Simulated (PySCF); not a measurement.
# C7H12: the cost of one run

Computed with PySCF 2.14.0 and routines of our own; the level stands in each step. Atoms count from 0.

## 1. The starting structure

19 atoms, charge -1, multiplicity 2; geometry from: GFN2-xTB.

## 2. Open-shell or spin-flip excitations: unrestricted TDA CAM-B3LYP/def2-SVP in tetrahydrofuran

The job: settings as JSON, then the geometry in Å.

```
{"job": {"kind": "uabs", "xc": "CAM-B3LYP", "basis": "def2-SVP", "nstates": 10, "tda": true, "solvent": "tetrahydrofuran", "pol": false}, "charge": -1, "multiplicity": 2}
C      2.424857    -0.419154    -0.227678
C      1.488723     0.220807     0.832600
C      0.129979     0.607758     0.339368
C     -0.173869     1.544070    -0.741128
C     -1.415566     0.752291    -1.101270
C     -0.886996    -0.382520    -0.198767
C     -1.884060    -0.956239     0.811305
H      2.504316     0.253036    -1.078936
H      2.003955    -1.361581    -0.573864
H      3.427187    -0.612184     0.169992
H      1.997624     1.115049     1.219171
H      1.398643    -0.490967     1.668819
H     -0.205932     2.635885    -0.616767
H     -2.392773     1.147884    -0.760039
H     -1.537254     0.482471    -2.165787
H     -0.492276    -1.232782    -0.793909
H     -2.305278    -0.152229     1.414299
H     -1.386973    -1.659469     1.482767
H     -2.704112    -1.482875     0.312364
```

Level: unrestricted TDA CAM-B3LYP/def2-SVP, vertical, IEF-PCM tetrahydrofuran (non-equilibrium linear response), core orbitals frozen in the response.

On the command line:

```sh
$ OMP_NUM_THREADS=1 python excited_run.py task.json out
```

One launch serves the whole session: the jobs run in the order shown.

**Question.** How long does this first job take on 1 thread of Arm Neoverse V1, shared host, and how much memory does it need?

About 41 s, with a peak of 0.88 GiB.
